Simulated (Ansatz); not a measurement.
# CH₇FSi₂: small, medium and large basis sets

The task here is to estimate one member of a computed series from the others.

Program: Ansatz 0.2.0, Gaussian basis. Level of theory: one geometry, several basis sets. These are calculated values, not measurements.

The runs, in order: PBE0-D4/def2-SVP; ωB97M-V/def2-SVP; PBE0-D4/def2-QZVPP; ωB97M-V/def2-QZVPP; the functionals' def2-TZVPP values are taken from earlier runs.

## The geometry

The geometry comes from an earlier relaxation with PBE0-D4 in a triple-zeta def2 set; it is a stationary point, not always the lowest conformer.

SMILES `C[SiH2][SiH2]F`, 11 atoms, charge 0, spin multiplicity 1.

Atoms are counted from 1 here; the program's logs count them from 0.

Bond lengths: C1–Si2 1.875 Å, C1–H5 1.092 Å, C1–H6 1.092 Å, C1–H7 1.092 Å, Si2–Si3 2.344 Å, Si2–H8 1.490 Å, Si2–H9 1.492 Å, Si3–F4 1.610 Å, Si3–H10 1.489 Å, Si3–H11 1.487 Å. Angles: Si2–C1–H5 110.6°, Si2–C1–H6 110.7°, Si2–C1–H7 110.8°, H5–C1–H6 108.2°, H5–C1–H7 108.1°, H6–C1–H7 108.2°, C1–Si2–Si3 111.7°, C1–Si2–H8 110.7°, C1–Si2–H9 110.8°, Si3–Si2–H8 109.0°, Si3–Si2–H9 106.9°, H8–Si2–H9 107.7°, Si2–Si3–F4 109.6°, Si2–Si3–H10 111.6°, Si2–Si3–H11 112.3°, F4–Si3–H10 107.1°, F4–Si3–H11 107.6°, H10–Si3–H11 108.4°.

The first run:

Input file in.yaml:

```yaml
crystal:
  periodic: [false, false, false]
  atoms:
    - {symbol: C, position_ang: [-0.851345, 1.512436, 0.040293]}
    - {symbol: Si, position_ang: [-0.422912, -0.172684, 0.742588]}
    - {symbol: Si, position_ang: [1.155895, -1.287809, -0.582538]}
    - {symbol: F, position_ang: [0.587937, -1.444531, -2.081320]}
    - {symbol: H, position_ang: [-1.267097, 1.414962, -0.964788]}
    - {symbol: H, position_ang: [-1.589447, 2.016010, 0.668185]}
    - {symbol: H, position_ang: [0.036265, 2.145867, -0.018756]}
    - {symbol: H, position_ang: [-1.643076, -1.019796, 0.857805]}
    - {symbol: H, position_ang: [0.169316, -0.043822, 2.105659]}
    - {symbol: H, position_ang: [2.431522, -0.525886, -0.674510]}
    - {symbol: H, position_ang: [1.458242, -2.651647, -0.071918]}
basis:
  gaussian: {orbitals: def2-SVP}
hamiltonian: {xc: pbe0, dispersion: d4}
output: {orbitals: {seedname: orbitals}}
```

Run with:

```
$ ansatz run in.yaml --threads 4 --pin off --events-out ev --progress --plain --max-ram 10444MiB
```

Steps of the session up to this table: PBE0-D4 in def2-SVP; ωB97M-V in def2-SVP; PBE0-D4 in def2-QZVPP; ωB97M-V in def2-QZVPP.

One table of the session follows, with a row left open; its other results are not shown here.

It belongs to the step «Density functionals: the series». 

```
functional       basis  HOMO (eV)
   PBE0-D4    def2-SVP      -8.04
   PBE0-D4  def2-TZVPP      -8.05
   PBE0-D4  def2-QZVPP      -8.06
   ωB97M-V    def2-SVP     -10.06
   ωB97M-V  def2-TZVPP          ?
   ωB97M-V  def2-QZVPP     -10.11
```

**Question.** Estimate the row for ωB97M-V, def2-TZVPP.

As computed: HOMO (eV): -10.10. In the column «HOMO (eV)» it lies between ωB97M-V, def2-QZVPP (-10.11) and ωB97M-V, def2-SVP (-10.06).
